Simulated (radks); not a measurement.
# Valence configurations of Er⁺

The task here is to estimate one member of a computed series from the others.

The numbers are computed with radks (a radial shooting solver on a logarithmic mesh, Libxc functionals) version 1 (Dirac Kohn-Sham, BLYP, spin-unpolarised, spherical densities, finite nucleus; open shells fill j = l - 1/2 first), except any that are marked as measured or tabulated.

**Starting point**

| Item | Value |
| --- | --- |
| element | erbium (Z = 68) |
| charge | +1 |
| electrons | 67 |
| configuration | [Xe] 4f12 6s1 |
| nuclear rms radius | 5.2516 fm |
| others tried | 4f11 6s2; 4f13; 4f11 6s1 6p1; 4f12 5d1; 4f11.5 5d1 6s0.5; 4f10 6s2 6p1; 4f11 5d1 6s1; 4f11 6p2; 4f11 5d1 6p1 |

The first run:

The run's settings:

```text
Z 68
configuration [Xe] 4f12 6s1
relativity Dirac
functional b88,lyp
spin unpolarised
j_filling energy
nucleus finite rms 5.2516 fm
c 137.035999084
```

Among the steps run: [Xe] 4f12 6s1.

One of the session's tables, all rows but one given; the rest of the session is left out.

It belongs to the step «[Xe] 4f12 6s1». From the orbitals of this run (lengths in bohr):

| level | <r> | outermost maximum (interpolated) | 90 % within | nodes |
| --- | --- | --- | --- | --- |
| 4d3/2 | 0.5774 | 0.507 | 0.869 | 1 |
| 4d5/2 | 0.5887 | 0.516 | 0.886 | 1 |
| 5s1/2 | 1.254 | 1.11 | 1.82 | 4 |
| 5p1/2 | 1.419 | 1.22 | 2.10 | 3 |
| 5p3/2 | 1.532 | 1.30 | 2.27 | 3 |
| 4f5/2 | 0.8180 | 0.506 | 1.43 | 0 |
| 6s1/2 | ? | ? | ? | ? |
| 4f7/2 | 0.8401 | 0.512 | 1.48 | 0 |

**Question.** Estimate the row for 6s1/2.

The run gave: <r>: 3.612; outermost maximum (interpolated): 3.13; 90 % within: 5.27; nodes: 5. In the column «<r>» it is the highest.
